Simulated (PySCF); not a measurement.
# Cl4OOs (Os(O)(Cl)42+): the cost of one run

The runs use PySCF 2.14.0; PBE0, Os def2-SVP with ECP60, O def2-SVP, Cl def2-SVP; scalar-relativistic core potentials, no spin–orbit coupling.

2 further runs of the same task are left out: 2 for a known fault of the program. Runs told in other sessions of the task aren't counted.

## (1) The starting structure

6 atoms, charge 2, spin multiplicity 1.

Bond lengths: Os1–O2 1.636 Å, Os1–Cl3 2.359 Å, Os1–Cl4 2.213 Å, Os1–Cl5 2.213 Å, Os1–Cl6 2.180 Å. Angles: O2–Os1–Cl3 115.0°, O2–Os1–Cl4 101.9°, O2–Os1–Cl5 101.9°, O2–Os1–Cl6 112.3°, Cl3–Os1–Cl4 73.2°, Cl3–Os1–Cl5 73.2°, Cl3–Os1–Cl6 132.7°, Cl4–Os1–Cl5 144.7°, Cl4–Os1–Cl6 97.3°, Cl5–Os1–Cl6 97.3°.

Geometry (Å):

| atom | x (Å) | y (Å) | z (Å) |
| --- | --- | --- | --- |
| Os1 | -0.0090 | -0.0154 | 0.2937 |
| O2 | 0.4218 | 0.7308 | 1.6840 |
| Cl3 | 0.6381 | 1.1036 | -1.6793 |
| Cl4 | 1.9060 | -0.9161 | -0.3528 |
| Cl5 | -1.7455 | 1.1936 | -0.3538 |
| Cl6 | -1.0847 | -1.8772 | 0.6524 |

Formal oxidation states: Os +8. An earlier session relaxed this geometry at PBE0, Os def2-SVP with ECP60, O def2-SVP, Cl def2-SVP (singlet, point group Cs).

Its energy there is -2004.493769 Eh.

## (2) Multiplicity 3 at the relaxed geometry

The input, run.py (the lines that set the calculation):

```python
mol = gto.M(atom='''
Os    -0.00898    -0.01541     0.29369
O      0.42177     0.73078     1.68397
Cl     0.63807     1.10361    -1.67932
Cl     1.90601    -0.91612    -0.35281
Cl    -1.74552     1.19359    -0.35378
Cl    -1.08472    -1.87715     0.65244''',
    basis={'Os': 'def2-SVP', 'O': 'def2-SVP', 'Cl': 'def2-SVP'},
    ecp={'Os': 'def2-SVP'},
    charge=2, spin=2)
mf = dft.UKS(mol, xc='PBE0')
mf.grids.atom_grid = (50, 194)
mf = mf.density_fit()  # fitting sets: Os def2-universal-JKFIT, O def2-universal-JKFIT, Cl def2-universal-JKFIT
mf.conv_tol = 1e-08; mf.max_cycle = 55
mf.kernel(dm0)  # dm0: free metal ions and neutral atoms
```

Run with:

```sh
OMP_NUM_THREADS=2 python run.py
```

**Question.** How long does this run take on 2 threads of Arm Neoverse V1, shared host?

About 8.4 s.
